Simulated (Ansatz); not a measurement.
Geometry optimisation, DFT PBEsol, scalar-relativistic, plane waves, PAW (Ansatz).

Input file:

```yaml
accuracy: low
crystal:
  lattice:
    - [0.0, 5.43, 5.43]
    - [5.43, 0.0, 5.43]
    - [5.43, 5.43, 0.0]
  atoms:
    - { symbol: Si, position: [0.0, 0.0, 0.0] }
    - { symbol: Si, position: [0.125, 0.125, 0.125] }
    - { symbol: Si, position: [0.0, 0.0, 0.5] }
    - { symbol: Si, position: [0.125, 0.125, 0.625] }
    - { symbol: Si, position: [0.0, 0.5, 0.0] }
    - { symbol: Si, position: [0.125, 0.625, 0.125] }
    - { symbol: Si, position: [0.0, 0.5, 0.5] }
    - { symbol: Si, position: [0.125, 0.625, 0.625] }
    - { symbol: Si, position: [0.5, 0.0, 0.0] }
    - { symbol: Si, position: [0.625, 0.125, 0.125] }
    - { symbol: Si, position: [0.5, 0.0, 0.5] }
    - { symbol: Si, position: [0.625, 0.125, 0.625] }
    - { symbol: Si, position: [0.5, 0.5, 0.0] }
    - { symbol: Si, position: [0.625, 0.625, 0.125] }
    - { symbol: Si, position: [0.5, 0.5, 0.5] }
    - { symbol: Si, position: [0.625, 0.625, 0.625] }
    - { symbol: B, position: [0.2523102, 0.2515846, 0.2518752], spin: 1.0 }
magnetization:
  spin_polarized: true
basis:
  ecutwfc: 420.0
kpoints:
  mp_grid: { grid: [2, 2, 2] }
hamiltonian:
  xc: pbesol
  pseudopotentials: { kind: paw, azcp: { folder: soft_1 } }
scf:
  occupations: { method: fermi_dirac, width: 0.05 }
  lower_state_search: "off"
relax:
  f_tol: 0.08
  max_steps: 25
  adjacent_minimum: "off"
```

Command:

```bash
$ ansatz run input.yaml --threads 1 --pin off --max-ram 3072MiB --backend cpu --events-out ev --progress --plain --runs-dir out
```

Q: Where does it end, and by what steps?

A: The run converged. The force dipped under the threshold on the way, but the program's further checks kept it going. Limits of this set-up: coarse k mesh, PAW files made for another functional, a small cell, in which the defect meets its images, low accuracy level. After 17 steps the energy has fallen by 0.139 eV; B17 moved furthest, 0.49 Å. Joined: Si11–B17 (2.69 → 2.31 Å).

```csv
step,energy less start (eV),largest force component (eV/Å),accepted
0,0.0000,0.333,yes
1,-0.0537,0.154,yes
2,-0.0705,0.031,yes
3,-0.0710,0.019,yes
4,-0.0714,0.021,yes
5,-0.0777,0.084,yes
6,-0.0998,0.186,yes
7,-0.1084,0.100,yes
8,-0.1295,0.064,yes
9,-0.1329,0.025,yes
10,-0.1333,0.013,yes
11,-0.1335,0.015,yes
12,-0.1346,0.050,yes
13,-0.1151,0.376,no
14,-0.1359,0.049,yes
15,-0.1371,0.048,yes
16,-0.1326,0.123,no
17,-0.1391,0.032,yes
```

```xyz
17
Lattice="0.0000 5.4300 5.4300 5.4300 0.0000 5.4300 5.4300 5.4300 0.0000" Properties=species:S:1:pos:R:3
Si -0.078 0.051 0.019
Si 1.352 1.363 1.360
Si 2.703 2.669 -0.027
Si 4.052 3.970 1.370
Si 2.697 -0.023 2.674
Si 4.026 1.398 3.967
Si 5.505 2.685 2.687
Si 6.816 4.048 4.050
Si -0.043 2.682 2.691
Si 1.275 4.044 4.072
Si 2.729 5.393 2.733
Si 4.077 6.749 4.074
Si 2.717 2.718 5.412
Si 4.066 4.062 6.765
Si 5.447 5.388 5.408
Si 6.824 6.733 6.756
B 2.871 3.109 3.023
```

Whether the end is a true minimum wasn't checked by a vibrational analysis.

Run time: 88 s on 1 thread of AMD EPYC 9R45 96-Core Processor (Zen 5), on a shared host, peak memory 0.72 GiB.
